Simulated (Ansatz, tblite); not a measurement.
**The cluster Hg2Cl4+: a ladder of methods and basis sets**

An exercise on one series of results from a longer session: the logs are not shown, and one member is left open.

Computed with Ansatz 0.2.0, Gaussian basis. Level: as each input shows.

Plan: GFN1-xTB, GFN2-xTB, PBE-D4/def2-TZVP, r2SCAN-D4/def2-TZVP, r2SCANh-D4/def2-TZVP, HF/def2-TZVP, r2SCAN0-D4/def2-TZVP, PBE-D4/def2-SVP, PBE0-D4/def2-SVP, CCSD(T)/def2-SVP, MP2/def2-TZVP.

3 further runs of the same task are left out: 3 set aside as unsound or not needed.

**The structure**

The doublet was relaxed beforehand with PBE0-D4/def2-SVP. At that level it is the lowest of the isomers that a small search found.

6 atoms, charge 1, spin multiplicity 2.

Bond lengths: Hg1–Cl3 2.252 Å, Hg1–Cl5 2.381 Å, Hg2–Cl4 2.381 Å, Hg2–Cl6 2.252 Å. Angles: Cl3–Hg1–Cl5 179.9°, Cl4–Hg2–Cl6 179.9°.

Hg takes a core potential in the def2 sets. No spin-orbit coupling is included. The ion is computed in the gas phase, without counter-ions or solvent.

PBE0-D4/def2-TZVP was run before; its log isn't repeated, and its numbers join the tables.

The first run:

Tight binding, by tblite at 300 K electronic temperature and without a spin-polarisation term:

```python
tblite.interface.Calculator('GFN1-xTB', numbers, positions, charge=1, uhf=1).singlepoint()
```

Tight binding, by tblite at 300 K electronic temperature and without a spin-polarisation term:

```python
tblite.interface.Calculator('GFN2-xTB', numbers, positions, charge=1, uhf=1).singlepoint()
```

start.molden holds the orbitals of an earlier run on this state, given as this run's starting guess.

in.yaml

```yaml
crystal:
  periodic: [false, false, false]
  atoms:
    - {symbol: Hg, position_ang: [-1.030052, 2.581159, -0.370224]}
    - {symbol: Hg, position_ang: [1.019273, -2.581130, 0.394241]}
    - {symbol: Cl, position_ang: [-2.856239, 3.898405, -0.377525]}
    - {symbol: Cl, position_ang: [-0.210450, -1.117520, -1.025413]}
    - {symbol: Cl, position_ang: [0.899755, 1.186535, -0.359137]}
    - {symbol: Cl, position_ang: [2.177712, -3.967459, 1.738058]}
basis:
  gaussian: {orbitals: def2-TZVP, initial_orbitals: start.molden}
total_charge: 1
magnetization: {spin_polarized: true, initial_magnetization: 1}
hamiltonian: {xc: pbe, dispersion: d4}
scf: {omitted_lower_state_checks: [starts]}
output: {forces: true, orbitals: {seedname: orbitals}}
```

Started as:

```bash
ansatz run in.yaml --threads 4 --pin off --events-out ev --progress --plain --max-ram 8704MiB
```

Steps of the session up to this table: PBE-D4/def2-TZVP; r2SCAN-D4/def2-TZVP; r2SCANh-D4/def2-TZVP; HF/def2-TZVP; r2SCAN0-D4/def2-TZVP; PBE-D4/def2-SVP; PBE0-D4/def2-SVP; CCSD(T)/def2-SVP; MP2/def2-TZVP.

One table of the session follows, with a row left open; its other results are not shown here.

It belongs to the step «Levels side by side». 

```
               level  HOMO (eV)  LUMO (eV)  gap (eV)
        HF/def2-TZVP     -15.89      -6.84      9.05
     PBE-D4/def2-SVP     -11.57     -11.11      0.47
    PBE-D4/def2-TZVP     -11.66     -11.17      0.49
 r2SCAN-D4/def2-TZVP          ?          ?         ?
r2SCANh-D4/def2-TZVP     -12.37     -11.05      1.32
    PBE0-D4/def2-SVP     -12.82     -10.67      2.15
   PBE0-D4/def2-TZVP     -12.87     -10.67      2.21
r2SCAN0-D4/def2-TZVP     -13.09     -10.59      2.49
```

**Question.** Estimate the row for r2SCAN-D4/def2-TZVP.

Worked estimate for «HOMO (eV)». Against the share of exact exchange, r2SCANh-D4/def2-TZVP (0.1, -12.37), r2SCAN0-D4/def2-TZVP (0.25, -13.09) give a slope of -4.80 per unit share; at 0 the line stands at -11.89.

**Answer.** HOMO (eV): -11.93; LUMO (eV): -11.26; gap (eV): 0.67. In «HOMO (eV)» the line misses by +0.04.
